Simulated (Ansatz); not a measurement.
**triplet GaH2OF: levels of theory compared**

Aim: a comparison of 6 runs (UHF/cc-pVDZ, U-r2SCAN/cc-pVDZ, U-wB97M-V/cc-pVDZ, UB2PLYP/cc-pVDZ, UBLYP/cc-pVDZ, USVWN5/cc-pVDZ) of triplet GaH2OF. 

The calculation is run with Ansatz 0.2.0.

61 further runs of the same task are left out: 61 set aside as unsound or not needed.

### 1 The structure to begin with

The species is GaH2OF (5 atoms), meant as a triplet with charge 0. As SMILES of the parent species, `[OH][GaH][F]`. The coordinates come from a PBE0-D4/def2-TZVP relaxation. This is one conformer, not always the lowest. That shape belongs to the parent species and isn't relaxed for this state.

Bond lengths: O1–Ga2 1.771 Å, Ga2–F3 1.746 Å, O1–H4 0.959 Å, Ga2–H5 1.545 Å. Angles: O1–Ga2–F3 111.1°, O1–Ga2–H5 128.8°, F3–Ga2–H5 120.0°, Ga2–O1–H4 114.5°.

### 2 The energy at UHF/cc-pVDZ (run 1)

Input file job.yaml:

```yaml
crystal:
  periodic: [false, false, false]
  atoms:
    - {symbol: O, position_ang: [-1.130400, -0.588700, -0.283800]}
    - {symbol: Ga, position_ang: [0.383700, 0.280500, 0.015600]}
    - {symbol: F, position_ang: [0.438300, 1.777800, -0.881200]}
    - {symbol: H, position_ang: [-1.210600, -1.420700, 0.187200]}
    - {symbol: H, position_ang: [1.569000, -0.122600, 0.920900]}
basis:
  gaussian:
    orbitals: cc-pVDZ
magnetization:
  spin_polarized: true
  initial_magnetization: 2
hamiltonian:
  xc: hf
accuracy: high
output: {orbitals: {seedname: orbitals}}
```

Started as:

```console
$ ansatz run job.yaml --threads 1 --pin off --max-ram 3480MiB --events-out events.jsonl --progress --plain --runs-dir runs
```

The log of the run:

```text
Warning: RAYON_NUM_THREADS=1 ignored (pool sized by the plan → 1); use --threads N
Functional definition: HF
  name "HF"
  exchange = exact_x
  correlation = 0
1380 factors; integrals over basis functions are off by at most 4.4e-9 eV
mean field evaluation 1: about -57098.5902 eV, gradient 2.8e1 eV
mean field evaluation 2: about -57098.6480 eV, gradient 2.8e1 eV
mean field evaluation 4: about -57102.5246 eV, gradient 3.0e0 eV
mean field evaluation 8: about -57102.9262 eV, gradient 1.2e0 eV
mean field evaluation 16: about -57104.0349 eV, gradient 4.0e-1 eV
mean field evaluation 32: about -57104.0963 eV, gradient 1.6e-3 eV
mean field evaluation 64: about -57104.0709 eV, gradient 1.7e-1 eV
mean field evaluation 96: about -57104.0747 eV, gradient 1.4e-1 eV
mean field evaluation 128: about -57104.0884 eV, gradient 6.7e-1 eV
mean field evaluation 160: about -57101.6724 eV, gradient 5.5e0 eV
mean field evaluation 192: about -57097.4098 eV, gradient 2.8e1 eV
mean field evaluation 224: about -57102.8183 eV, gradient 4.0e-1 eV
mean field evaluation 256: about -57101.1333 eV, gradient 2.3e1 eV
mean field evaluation 288: about -57102.9981 eV, gradient 1.2e0 eV
mean field evaluation 320: about -57103.0673 eV, gradient 2.4e0 eV
mean field evaluation 352: about -57103.2296 eV, gradient 1.3e-1 eV
mean field evaluation 384: about -57103.2652 eV, gradient 5.3e-1 eV
mean field -57104.09627973 eV, -2098.5368317333 hartree, gradient 6.8e-8 eV, S^2 2.043415; 5 other end points of the search recorded, 0 dependent functions left out
reference -57104.09627973 eV, -2098.5368317333 hartree; 26, 24 occupied and 39, 41 virtual orbitals, 1380 factors
Total energy: -57104.09627973 eV, -2098.5368317333 hartree
```

Run time: 8.1 s. Hardware: 1 thread of Intel Xeon 6975P-C (Granite Rapids), shared host; peak memory 0.28 GiB.

### 3 The energy at U-r2SCAN/cc-pVDZ (run 2)

job.yaml, as its differences from that of step 2:

```diff
@@ -15,3 +15,3 @@
 hamiltonian:
-  xc: hf
+  xc: {name: r2SCAN}
 accuracy: high
```

Started as:

```console
$ ansatz run job.yaml --threads 1 --pin off --max-ram 3480MiB --events-out events.jsonl --progress --plain --runs-dir runs
```

The log of the run, shortened:

```text
Warning: RAYON_NUM_THREADS=1 ignored (pool sized by the plan → 1); use --threads N
Functional definition: r2SCAN
  name "r2SCAN"
[...]
1380 factors; integrals over basis functions are off by at most 4.4e-9 eV
[...]
mean field -57166.79515045 eV, -2100.8409727336 hartree, gradient 2.9e-8 eV, S^2 2.006053; 18 other end points of the search recorded, 0 dependent functions left out
reference -57166.79515473 eV, -2100.8409728910 hartree; 26, 24 occupied and 39, 41 virtual orbitals, 1380 factors
Total energy: -57166.79515473 eV, -2100.8409728910 hartree
```

Run time: 41 s. Hardware: 1 thread of Intel Xeon 6975P-C (Granite Rapids), shared host; peak memory 0.34 GiB.

### 4 A single-point energy at U-wB97M-V/cc-pVDZ (run 3)

Input file input.yaml:

```yaml
crystal:
  periodic: [false, false, false]
  atoms:
    - {symbol: O, position_ang: [-1.130400, -0.588700, -0.283800]}
    - {symbol: Ga, position_ang: [0.383700, 0.280500, 0.015600]}
    - {symbol: F, position_ang: [0.438300, 1.777800, -0.881200]}
    - {symbol: H, position_ang: [-1.210600, -1.420700, 0.187200]}
    - {symbol: H, position_ang: [1.569000, -0.122600, 0.920900]}
basis:
  gaussian:
    orbitals: cc-pVDZ
magnetization:
  spin_polarized: true
  initial_magnetization: 2
hamiltonian:
  xc: {name: wB97M-V}
accuracy: high
output: {orbitals: {seedname: orbitals}}
```

Started as:

```console
$ ansatz run input.yaml --threads 1 --pin off --max-ram 3480MiB --events-out events.jsonl --progress --plain --runs-dir runs
```

The log of the run, shortened:

```text
Warning: RAYON_NUM_THREADS=1 ignored (pool sized by the plan → 1); use --threads N
Functional definition: wB97M-V
  name "wB97M-V"
[...]
  gx(w, u) = 1 - cx + cx01*u + cx10*w
  gss(w, u) = css00 + css04*u^4 + css10*w + css20*w^2 + css43*w^4*u^3
  gos(w, u) = cos00 + cos10*w + (cos20 + cos21*u)*w^2 + (cos60 + cos61*u)*w^6
[...]
      + integral(e_c_pw_mod_opposite_spin*gos(b97_w_opposite, b97_u_opposite)) + vv10(b, c)
1380 factors; integrals over basis functions are off by at most 4.4e-9 eV
264 factors; integrals over basis functions are off by at most 1.7e-9 eV
[...]
mean field -57164.32371291 eV, -2100.7501490791 hartree, gradient 9.8e-8 eV, S^2 2.013925; 12 other end points of the search recorded, 0 dependent functions left out
reference -57164.32371698 eV, -2100.7501492289 hartree; 26, 24 occupied and 39, 41 virtual orbitals, 1380 factors
Total energy: -57164.32371698 eV, -2100.7501492289 hartree
```

Run time: 3 min. Hardware: 1 thread of Intel Xeon 6975P-C (Granite Rapids), shared host; peak memory 0.79 GiB.

Runs 4 to 5 aren't shown in full; the table further down has their settings and results.

### 5 The energy at USVWN5/cc-pVDZ (run 6)

job.yaml, as its differences from that of step 3:

```diff
@@ -9,10 +9,6 @@
 basis:
-  gaussian:
-    orbitals: cc-pVDZ
-magnetization:
-  spin_polarized: true
-  initial_magnetization: 2
-hamiltonian:
-  xc: {name: r2SCAN}
+  gaussian: {orbitals: cc-pVDZ}
+magnetization: {spin_polarized: true, initial_magnetization: 2}
 accuracy: high
+hamiltonian: {xc: {name: SVWN5}}
 output: {orbitals: {seedname: orbitals}}
```

Started as:

```console
$ ansatz run job.yaml --threads 1 --pin off --max-ram 3480MiB --events-out events.jsonl --progress --plain --runs-dir runs
```

The log of the run:

```text
Warning: RAYON_NUM_THREADS=1 ignored (pool sized by the plan → 1); use --threads N
Functional definition: SVWN5
  name "SVWN5"
  exchange = slater_x
  correlation = vwn5_c
1380 factors; integrals over basis functions are off by at most 4.4e-9 eV
mean field evaluation 1: about -57046.7706 eV, gradient 4.6e1 eV
mean field evaluation 2: about -56924.3754 eV, gradient 1.4e2 eV
mean field evaluation 4: about -57052.3030 eV, gradient 2.4e1 eV
mean field evaluation 8: about -57052.6862 eV, gradient 1.5e1 eV
mean field evaluation 16: about -57054.9120 eV, gradient 7.4e-1 eV
mean field evaluation 32: about -57051.0975 eV, gradient 2.1e1 eV
mean field evaluation 64: about -57053.2571 eV, gradient 6.4e0 eV
mean field evaluation 96: about -57054.6850 eV, gradient 2.8e0 eV
mean field -57054.92227792 eV, -2096.7297204984 hartree, gradient 2.6e-8 eV, S^2 2.001978; 8 other end points of the search recorded, 0 dependent functions left out
reference -57054.92228126 eV, -2096.7297206208 hartree; 26, 24 occupied and 39, 41 virtual orbitals, 1380 factors
Total energy: -57054.92228126 eV, -2096.7297206208 hartree
```

It took 5.7 s on 1 thread of Intel Xeon 6975P-C (Granite Rapids), shared host; peak memory 0.21 GiB.

### 6 Overview of the runs

```
run              level  frozen core orbitals   energy (Eh)  HOMO energy (eV)   ⟨S²⟩  wall time
  1        UHF/cc-pVDZ                     –  -2098.536832             -5.00  2.043      8.1 s
  2   U-r2SCAN/cc-pVDZ                     –  -2100.840973             -2.55  2.006       41 s
  3  U-wB97M-V/cc-pVDZ                     –  -2100.750149             -4.81  2.014      3 min
  4    UB2PLYP/cc-pVDZ                    11  -2100.356554             -3.67  2.016       27 s
  5      UBLYP/cc-pVDZ                     –  -2100.981261             -1.98  2.004       16 s
  6     USVWN5/cc-pVDZ                     –  -2096.729721             -2.32  2.002      5.7 s
```

### 7 What came out

| quantity | value |
| --- | --- |
| run 6: total energy | -2096.72972 Eh |
| run 6: HOMO energy (highest over α and β) | -2.32 eV |
| run 6: ⟨S²⟩ | 2.002 |

**Reading.** Totals of different functionals can't be ranked against each other. All runs together took 4.7 min, the longest 3 min.
